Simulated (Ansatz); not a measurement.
Runs of Ansatz 0.2.0 on PtBr2. The structure is trigonal, space group R-3m (No. 166). Conventional cell: a = 4.055 Å, b = 4.055 Å, c = 18.391 Å, α = 90.00°, β = 90.00°, γ = 120.00°. Around Pt (site symmetry -3m) lie 6 Br at 2.78 Å. Around Br (site symmetry 3m) lie 3 Pt at 2.78 Å. The cell was built by a generator and needn't be a form met in nature.

```tsv
level	spin	U	fixed moment (μB)	cutoff (eV)	hubbard projectors	double counting	gap on the mesh (eV)	pressure (GPa)	moment (μB)	largest force (eV/Å)
LDA+U	collinear, random start	Pt d U = 4 eV	-	420	ortho-atomic (the default)	fll (the default)	0.71	-8.4	2.00	1.12
LDA+U	collinear, ferromagnetic start	Pt d U = 4 eV	-	420	ortho-atomic (the default)	fll (the default)	0.71	-8.4	2.00	1.12
r2SCAN+U	collinear, program default start	Pt d U = 7 eV	-	500	ortho-atomic (the default)	fll (the default)	2.51	(a)	2.00	0.49
LDA	collinear, ferromagnetic start	-	-	420	-	-	none	-9.2	(b)	1.32
r2SCAN+U	collinear, ferromagnetic start	Pt d U = 6 eV	4	500	ortho-atomic (the default)	fll (the default)	-	7.7	4.00	1.30
```

Alike in all rows: task single point; potentials or basis Ansatz PAW; cell as given; k mesh 6 × 6 × 6; smearing gaussian 0.05 eV.

Fill in the values left out.

(a) -3.4; (b) 1.85.

Caveats: the PAW data sets come from PBE, with cores solved anew for the run's functional, which leaves a small shift of forces and pressure; the magnetic or orbital state may not be the lowest (some runs); forces of over 1 eV/Å show positions far from the minimum, so gaps and moduli don't describe the material at rest (some runs); spin-orbit coupling is left out, which moves the levels of the heavy elements (some runs); the total moment is fixed, so each spin has its own Fermi level (some runs); the thresholds are loose for stress (some runs).

A k mesh can miss the band edges, and the runs leave out spin-orbit coupling on Br, Pt.

A gap of «none» marks a metal or a gap under the smearing width.
